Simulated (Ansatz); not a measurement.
**HfO2: a single-point run**

Wanted: a converged single-point run for HfO2, and a check of what comes out. The structure is shown as the input types it.

Computed with Ansatz 0.2.0 (density functional or hybrid calculation with the settings of its input, plane waves (as first typed), unless a step's input says otherwise).

4 further runs of the same task are left out: 4 that didn't finish.

## (1) The system as given

Symmetry: Fm-3m, No. 225, cubic system. The conventional cell has a = 5.058 Å, b = 5.058 Å, c = 5.058 Å, α = 90.00°, β = 90.00°, γ = 90.00°. Hf (site symmetry m-3m) is surrounded by 8 O at 2.19 Å. O (site symmetry -43m) is surrounded by 4 Hf at 2.19 Å.

The input asks for a charge of -0.05 e on the cell.

Coordinates:

```
Hf O
1.0
     0.00000    2.52918    2.52918
     2.52918    0.00000    2.52918
     2.52918    2.52918    0.00000
Hf O
1 2
Direct
  0.00000 0.00000 0.00000
  0.25000 0.25000 0.25000
  0.75000 0.75000 0.75000
```

## (2) The run

Contents of input.yaml:

```yaml
crystal:
  lattice:
    - [0.0, 2.5291823181, 2.5291823181]
    - [2.5291823181, 0.0, 2.5291823181]
    - [2.5291823181, 2.5291823181, 0.0]
  atoms:
    - { symbol: Hf, position: [0.0, 0.0, 0.0] }
    - { symbol: O, position: [0.25, 0.25, 0.25] }
    - { symbol: O, position: [0.75, 0.75, 0.75] }
kpoints:
  mp_grid: { grid: [4, 4, 4] }
hamiltonian:
  xc: hse06
scf:
  occupations: { method: fixed }
  n_extra_bands: 4
  max_iter: 68
output:
  forces: true
  stress: true
  eigenvalues: true
total_charge: -0.05
```

Run with:

```
$ ansatz run input.yaml --threads 4 --pin off --max-ram 3686MiB --backend cpu --events-out ev --progress --plain --runs-dir out
```

**Question.** How will this run end, and is anything wrong with its input?

The run ended at the input check. Its message: «inconsistent input (total_charge, scf.occupations.method): -0.05 gives a fractional electron count (38.050) which fixed/explicit occupations and the σ = 0 step fill (a smearing width below the step floor) cannot realise ...»

The typed charge leaves an electron count that fixed occupations can't fill in whole bands.

Remedy: remove the charge, or use smearing if the charged cell is meant.
